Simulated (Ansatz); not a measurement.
# H4C10F: the cost of one run

Method: DFT PBE+D3(BJ), plane waves, PAW, scalar-relativistic, no spin polarisation, in Ansatz 0.2.0.

### 1 The system as given

The cell holds 30 atoms (C20H8F2): a = 5.049 Å, b = 5.049 Å, c = 17.165 Å, α = 90.00°, β = 90.00°, γ = 90.00°.

As a file:

```xyz
30
Lattice="5.0487 0.0000 0.0000 0.0000 5.0487 0.0000 0.0000 0.0000 17.1647" Properties=species:S:1:pos:R:3 pbc="T T T"
H     2.1598    0.0000    1.0000
H     0.3646    0.0000    1.0000
H     4.6842    0.0000    1.0000
H     2.8890    0.0000    1.0000
H     2.1598    2.5244    1.0000
H     0.3646    2.5244    1.0000
H     4.6842    2.5244    1.0000
H     2.8890    2.5244    1.0000
C     1.2622    0.0000    1.6347
C     3.7866    0.0000    1.6347
C     1.2622    2.5244    1.6347
C     3.7866    2.5244    1.6347
C     1.2622    1.2622    2.5272
C     3.7866    1.2622    2.5272
C     1.2622    3.7866    2.5272
C     3.7866    3.7866    2.5272
C     0.0000    1.2622    3.4197
C     2.5244    1.2622    3.4197
C     0.0000    3.7866    3.4197
C     2.5244    3.7866    3.4197
C     0.0000    0.0000    4.3122
C     2.5244    0.0000    4.3122
C     0.0000    2.5244    4.3122
C     2.5244    2.5244    4.3122
C     1.2622    0.4893    5.1647
C     3.7866    0.4893    5.1647
C     1.2622    2.0351    4.8047
C     3.7866    2.0351    4.8047
F     1.1962    3.6910    6.5947
F     0.8104    2.3245    6.6447
```

### 2 Preparing the start

Contents of input.yaml:

```yaml
crystal:
  lattice:
    - [5.048742, 0.0, 0.0]
    - [0.0, 5.048742, 0.0]
    - [0.0, 0.0, 17.1647]
  atoms:
    - { symbol: H, position: [0.4277868, 0.0, 0.0582591] }
    - { symbol: H, position: [0.0722132, 0.0, 0.0582591] }
    - { symbol: H, position: [0.9277868, 0.0, 0.0582591] }
    - { symbol: H, position: [0.5722132, 0.0, 0.0582591] }
    - { symbol: H, position: [0.4277868, 0.5, 0.0582591] }
    - { symbol: H, position: [0.0722132, 0.5, 0.0582591] }
    - { symbol: H, position: [0.9277868, 0.5, 0.0582591] }
    - { symbol: H, position: [0.5722132, 0.5, 0.0582591] }
    - { symbol: C, position: [0.25, 0.0, 0.0952362] }
    - { symbol: C, position: [0.75, 0.0, 0.0952362] }
    - { symbol: C, position: [0.25, 0.5, 0.0952362] }
    - { symbol: C, position: [0.75, 0.5, 0.0952362] }
    - { symbol: C, position: [0.25, 0.25, 0.1472324] }
    - { symbol: C, position: [0.75, 0.25, 0.1472324] }
    - { symbol: C, position: [0.25, 0.75, 0.1472324] }
    - { symbol: C, position: [0.75, 0.75, 0.1472324] }
    - { symbol: C, position: [0.0, 0.25, 0.1992286] }
    - { symbol: C, position: [0.5, 0.25, 0.1992286] }
    - { symbol: C, position: [0.0, 0.75, 0.1992286] }
    - { symbol: C, position: [0.5, 0.75, 0.1992286] }
    - { symbol: C, position: [0.0, 0.0, 0.2512249] }
    - { symbol: C, position: [0.5, 0.0, 0.2512249] }
    - { symbol: C, position: [0.0, 0.5, 0.2512249] }
    - { symbol: C, position: [0.5, 0.5, 0.2512249] }
    - { symbol: C, position: [0.25, 0.0969069, 0.3008908] }
    - { symbol: C, position: [0.75, 0.0969069, 0.3008908] }
    - { symbol: C, position: [0.25, 0.4030931, 0.2799175] }
    - { symbol: C, position: [0.75, 0.4030931, 0.2799175] }
    - { symbol: F, position: [0.2369307, 0.7310813, 0.3842013] }
    - { symbol: F, position: [0.1605146, 0.4604031, 0.3871143] }
basis:
  ecutwfc: 420.0
kpoints:
  mp_grid: { grid: [2, 2, 1] }
hamiltonian:
  xc: pbe
  dispersion: d3bj
  pseudopotentials: { kind: paw, azcp: { folder: soft_1 } }
scf:
  occupations: { method: fermi_dirac, width: 0.02 }
  lower_state_search: "off"
relax:
  f_tol: 0.08
  max_steps: 25
  adjacent_minimum: "off"
  constraints: [{ sites: [0, 1, 2, 3, 4, 5, 6, 7, 8, 9, 10, 11, 12, 13, 14, 15] }]
```

Launch:

```sh
ansatz run input.yaml --threads 1 --pin off --max-ram 3072MiB --backend cpu --events-out ev --progress --plain --runs-dir out
```

Q: Estimate wall time and peak memory on 1 thread of Arm Neoverse V1, shared host.

About 94 s, with a peak of 0.6 GiB.
